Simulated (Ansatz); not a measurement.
Write a Python script for the Ansatz DFT code, driven from Python that makes a geometry optimisation of C₂H₆BFO, SMILES BC(C)(O)F. Level of theory: CAM-B3LYP, 6-31G* basis, multiplicity 1.

The script reads `c2h6bfo.xyz`:
```text
11

B     0.13860    0.83220    1.15520
C     0.37760   -0.09830   -0.09480
C    -0.90140   -0.25410   -0.97160
O     0.84890   -1.34640    0.37530
F     1.39250    0.44870   -0.88660
H     0.95230    1.13790    1.91160
H    -0.95090    1.36190    1.30400
H    -1.66080   -0.68420   -0.37490
H    -1.19030    0.74510   -1.31820
H    -0.64540   -0.92530   -1.79150
H     1.70420   -1.27460    0.71210
```

The script, `opt_c2h6bfo.py`:
```python
import itertools

import ansatz as az
from ase.data import atomic_numbers, covalent_radii
import numpy as np
import pandas as pd

BASIS_SET = "6-31G*"
FUNCTIONAL = "cam_b3lyp"

molecule = az.Crystal.molecule_from_extxyz("c2h6bfo.xyz")

model = (
    molecule.calculation()
    .basis(gaussian=BASIS_SET)
    .functional(FUNCTIONAL)
)
symbols = [site.symbol for site in molecule.cartesian_sites]
start = np.array([site.position_ang for site in molecule.cartesian_sites], dtype=float)
r = model.relax(force_tolerance=0.005, max_steps=100).run(threads=1).report
end = np.array(r["positions_ang"])

print(f"E = {r['free_energy_ev']:.6f} eV = {r['free_energy_ev'] / 27.211386246:.7f} Ha")
print("converged:", r["converged"], " doubts:", r["published_state_doubts"] or "none")

radius = [covalent_radii[atomic_numbers[s]] for s in symbols]
span = lambda where, i, j: np.linalg.norm(where[i] - where[j])
bonded = [(i, j) for i, j in itertools.combinations(range(len(symbols)), 2) if min(span(start, i, j), span(end, i, j)) < 1.2 * (radius[i] + radius[j])]
print("pair        before    after (A)")
for i, j in bonded:
    print(f"{symbols[i]}{i}-{symbols[j]}{j}".ljust(10), f"{span(start, i, j):8.4f} {span(end, i, j):8.4f}")
for first, second in list(itertools.combinations(bonded, 2)):
    shared = set(first) & set(second)
    if shared and symbols[(j := shared.pop())] != "H":
        i, k = sorted((set(first) | set(second)) - {j})
        u, v = end[i] - end[j], end[k] - end[j]
        angle = np.degrees(np.arccos(np.clip(u @ v / np.linalg.norm(u) / np.linalg.norm(v), -1, 1)))
        print(f"final angle {symbols[i]}{i}-{symbols[j]}{j}-{symbols[k]}{k}: {angle:.2f} deg")

charges = r["charge_distribution"]
table = pd.DataFrame({"atom": symbols, "mulliken": charges["mulliken_charges_e"], "lowdin": charges["lowdin_charges_e"]})
print(table.round(3).to_string())
print("dipole (e A):", np.round(charges["dipole_moment_e_ang"], 4) + 0.0)
```

```console
$ python opt_c2h6bfo.py
E = -7608.042368 eV = -279.5904001 Ha
converged: True  doubts: none
pair        before    after (A)
B0-C1        1.5765   1.5467
B0-O3        2.4206   1.7474
B0-H5        1.1523   1.1928
B0-H6        1.2205   1.1909
C1-C2        1.5585   1.4941
C1-O3        1.4145   1.5009
C1-F4        1.3986   1.3678
C2-H7        1.0572   1.0910
C2-H8        1.0964   1.0933
C2-H9        1.0901   1.0941
O3-H10       0.9220   0.9731
final angle C1-B0-O3: 53.79 deg
final angle C1-B0-H5: 118.10 deg
final angle C1-B0-H6: 119.46 deg
final angle B0-C1-C2: 128.99 deg
final angle B0-C1-O3: 69.95 deg
final angle B0-C1-F4: 118.26 deg
final angle O3-B0-H5: 109.47 deg
final angle O3-B0-H6: 108.92 deg
final angle B0-O3-C1: 56.25 deg
final angle B0-O3-H10: 107.21 deg
final angle H5-B0-H6: 122.03 deg
final angle C2-C1-O3: 110.32 deg
final angle C2-C1-F4: 110.33 deg
final angle C1-C2-H7: 110.17 deg
final angle C1-C2-H8: 109.08 deg
final angle C1-C2-H9: 110.60 deg
final angle O3-C1-F4: 107.06 deg
final angle C1-O3-H10: 106.03 deg
final angle H7-C2-H8: 108.55 deg
final angle H7-C2-H9: 109.55 deg
final angle H8-C2-H9: 108.86 deg
   atom  mulliken  lowdin
0     B     0.008  -0.314
1     C     0.502  -0.035
2     C    -0.485  -0.314
3     O    -0.595  -0.123
4     F    -0.316   0.015
5     H    -0.032   0.018
6     H    -0.029   0.018
7     H     0.178   0.143
8     H     0.173   0.139
9     H     0.162   0.131
10    H     0.434   0.323
dipole (e A): [ 0.0503 -0.2326 -0.2044]
```

Reading the output:
- These settings explore the input space; basis and method may be short of convergence.
- The end point is the stationary point reached from this start; no frequency run checks that it is a minimum, and the basis set is modest.
- The Löwdin charges here are taken after orthogonalising the functions within each atom; they differ from plain Löwdin charges, and their signs can be unphysical.
- The bonding changed during the relaxation, so the end is another isomer than the start names.
- The whole script took 91 s on 1 thread of Arm Neoverse V2, with other jobs on the host, peak memory 0.31 GiB.
